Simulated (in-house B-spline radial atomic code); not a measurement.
**Os⁸⁺: excited configurations**

Aim: the energies of several excited configurations of Os⁸⁺ above a reference configuration, each from its own self-consistent run.

Program: in-house B-spline radial atomic code version 1. Level of theory: Dirac-Hartree-Fock, average of configuration, Fermi nucleus, basis-set limit. These are calculated values, not measurements, unless marked.

## (1) The system

- element: osmium (Z = 76)
- charge: +8
- electrons: 68
- configuration: [Xe] 4f14
- Hamiltonian: Dirac-Coulomb
- nucleus: Fermi, rms radius 5.413 fm

Outer shells as boxes (Hund's rule):

[Xe] 4f14
```
[Xe] core
4f [↑↓][↑↓][↑↓][↑↓][↑↓][↑↓][↑↓]
```

Input settings:

```ini
Z = 76
electrons = 68.0
configuration = [Xe] 4f14
hamiltonian = dirac
method = hf
spin_polarised = False
nucleus = fermi
rms_radius = 5.4126
mass_number = 192
atomic_mass = 191.961478765
speed_of_light = 137.035999084
```

This reference run was done before. Its total energy is -17256.482985 hartree, and its levels are (the highest eight at most):

| orbital | occupation | energy (eV) | <r> (bohr) |
| --- | --- | --- | --- |
| 4p3/2 | 4 | -618.29 | 0.4680 |
| 4d3/2 | 4 | -437.04 | 0.4822 |
| 4d5/2 | 6 | -421.87 | 0.4932 |
| 5s1/2 | 2 | -221.50 | 0.9867 |
| 4f5/2 | 6 | -190.93 | 0.5391 |
| 4f7/2 | 8 | -187.94 | 0.5463 |
| 5p1/2 | 2 | -182.06 | 1.053 |
| 5p3/2 | 4 | -167.60 | 1.125 |

## (2) Run with [Kr] 4d9 4f14 5s2 5p5 5d1 7p1

Input settings:

```ini
Z = 76
electrons = 68.0
configuration = [Kr] 4d9 4f14 5s2 5p5 5d1 7p1
hamiltonian = dirac
method = hf
spin_polarised = False
nucleus = fermi
rms_radius = 5.4126
mass_number = 192
atomic_mass = 191.961478765
speed_of_light = 137.035999084
```

## (3) Configuration [Kr] 4d9 4f13 5s2 5p6 7d1 7g1

The settings differ from step 2 so:

```diff
@@ -2,3 +2,3 @@
 electrons = 68.0
-configuration = [Kr] 4d9 4f14 5s2 5p5 5d1 7p1
+configuration = [Kr] 4d9 4f13 5s2 5p6 7d1 7g1
 hamiltonian = dirac
```

## (4) Configuration [Kr] 4d9 4f14 5s2 5p5 6g2

The settings differ from step 3 so:

```diff
@@ -2,3 +2,3 @@
 electrons = 68.0
-configuration = [Kr] 4d9 4f13 5s2 5p6 7d1 7g1
+configuration = [Kr] 4d9 4f14 5s2 5p5 6g2
 hamiltonian = dirac
```

## (5) [Xe] 4f12 6d1 6f1

The settings differ from step 4 so:

```diff
@@ -2,3 +2,3 @@
 electrons = 68.0
-configuration = [Kr] 4d9 4f14 5s2 5p5 6g2
+configuration = [Xe] 4f12 6d1 6f1
 hamiltonian = dirac
```

Before running: How far above the reference does each configuration lie (order and size, in eV)?

**Answer**, as computed:

| net move | configuration | energy above the reference (eV) | with Breit, QED, recoil (eV) | largest <r> (bohr) |
| --- | --- | --- | --- | --- |
| 2×4f → 6d, 6f | [Xe] 4f12 6d1 6f1 | 277.58 | 278.01 | 3.36 |
| 4d, 5p → 5d, 7p | [Kr] 4d9 4f14 5s2 5p5 5d1 7p1 | 427.85 | 427.41 | 3.66 |
| 4d, 5p → 2×6g | [Kr] 4d9 4f14 5s2 5p5 6g2 | 544.27 | 543.77 | 4.40 |
| 4d, 4f → 7d, 7g | [Kr] 4d9 4f13 5s2 5p6 7d1 7g1 | 564.02 | 563.95 | 6.52 |

What this shows: The lowest of them is 2×4f → 6d, 6f at 277.58 eV and the highest 4d, 4f → 7d, 7g at 564.02 eV. 4 of them lie more than 2 % above the ionisation threshold that Koopmans' theorem gives (167.60 eV), where such states can decay by emitting an electron. Two partly filled shells share a symmetry and can mix in the average, which may lower the energy, for: 2×4f → 6d, 6f; 4d, 5p → 5d, 7p; 4d, 4f → 7d, 7g. These are averages over configurations, without correlation, not spectroscopic levels.
